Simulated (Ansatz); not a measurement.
# B2W: the cost of one run

Program: Ansatz 0.2.0. Level of theory: DFT LDA, scalar-relativistic, plane waves, PAW. These are calculated values, not measurements.

4 further runs of the same task are left out: 4 set aside as unsound or not needed.

### 1 Starting point

The structure is hexagonal, space group P6/mmm (No. 191). The conventional cell has a = 2.987 Å, b = 2.987 Å, c = 3.310 Å, α = 90.00°, β = 90.00°, γ = 120.00°. B (site symmetry -6m2) is surrounded by 3 B at 1.72 Å and 6 W at 2.39 Å. Around W (site symmetry 6/mmm) lie 12 B at 2.39 Å.

Coordinates:

```xyz
3
Lattice="2.9870 0.0000 0.0000 -1.4935 2.5869 0.0000 0.0000 0.0000 3.3099" Properties=species:S:1:pos:R:3 pbc="T T T"
B     0.0000    1.7246    1.6550
B     1.4935    0.8623    1.6550
W     0.0000    0.0000    0.0000
```

It is the result of an earlier relaxation at this level (volume 8.53 Å³/atom; gap on the mesh: none (metal)).

### 2 Phonons at the zone centre

File input.yaml:

```yaml
crystal:
  lattice:
    - [2.9870380023, 0.0, 0.0]
    - [-1.4935190012, 2.5868507921, 0.0]
    - [0.0, 0.0, 3.3099090555]
  atoms:
    - { symbol: B, position: [0.3333333333, 0.6666666667, 0.5] }
    - { symbol: B, position: [0.6666666667, 0.3333333333, 0.5] }
    - { symbol: W, position: [0.0, 0.0, 0.0] }
basis:
  ecutwfc: 420
kpoints:
  mp_grid: { grid: [18, 18, 12] }
hamiltonian:
  xc: lda
scf:
  occupations: { method: fermi_dirac, width: 0.15 }
output:
  eigenvalues: true
phonons:
  method: dfpt
  eigenvectors: true
```

On the command line:

```
ansatz run input.yaml --threads 1 --pin off --max-ram 3072MiB --backend cpu --events-out ev --progress --plain --runs-dir out
```

What time and memory should one allow on 1 thread of Arm Neoverse V1, shared host?

About 90 s, with a peak of 0.97 GiB.
